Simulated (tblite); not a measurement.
# C4H7BrF2Si: the cost of one run

The runs use tblite 0.8.0 and PySCF 2.14.0, with density-fitted response routines of our own; the level of theory stands in each step. All values are computed, except where a source is named. Atoms count from 0, in the outputs and in this text.

### 1 Starting geometry

15 atoms, charge 0, multiplicity 1; geometry from: force field or distance geometry start.

Bonds of the start (Å): C0–C1 1.32, C1–C2 1.47, C1–Si3 1.85, Si3–F4 1.69, Si3–Br5 2.27, Si3–C6 1.88, C6–F7 1.36, C0–H8 1.09, C0–H9 1.11, C2–H10 1.11, C2–H11 1.12, C2–H12 1.10, C6–H13 1.10, C6–H14 1.12.

### 2 Geometry optimisation with GFN2-xTB

The job: settings as JSON, then the geometry in Å.

```
{"job": {"kind": "relax", "xc": "GFN2-xTB", "basis": "xTB"}, "charge": 0, "multiplicity": 1}
C     -1.254900    -1.416500    -0.688600
C     -0.824100    -0.314200    -0.096400
C     -1.642400     0.903600    -0.129800
Si     0.816000    -0.390200     0.764000
F      1.270000    -2.004100     0.955600
Br     0.686200     0.508600     2.841200
C      2.130100     0.580100    -0.162000
F      2.112800     0.263800    -1.488700
H     -0.698100    -2.353500    -0.691900
H     -2.243000    -1.383700    -1.200600
H     -1.687300     1.327700     0.891000
H     -1.113700     1.643800    -0.785100
H     -2.647800     0.682800    -0.523800
H      1.957300     1.649700     0.031700
H      3.134600     0.309900     0.261400
```

The run is started by

```sh
$ OMP_NUM_THREADS=1 python probes_run.py task.json out
```

This one command runs all jobs of the session in turn.

**Question.** How long does this first job take on 1 thread of Arm Neoverse N1, shared host, and how much memory does it need?

About 1.7 s, with a peak of 0.18 GiB.
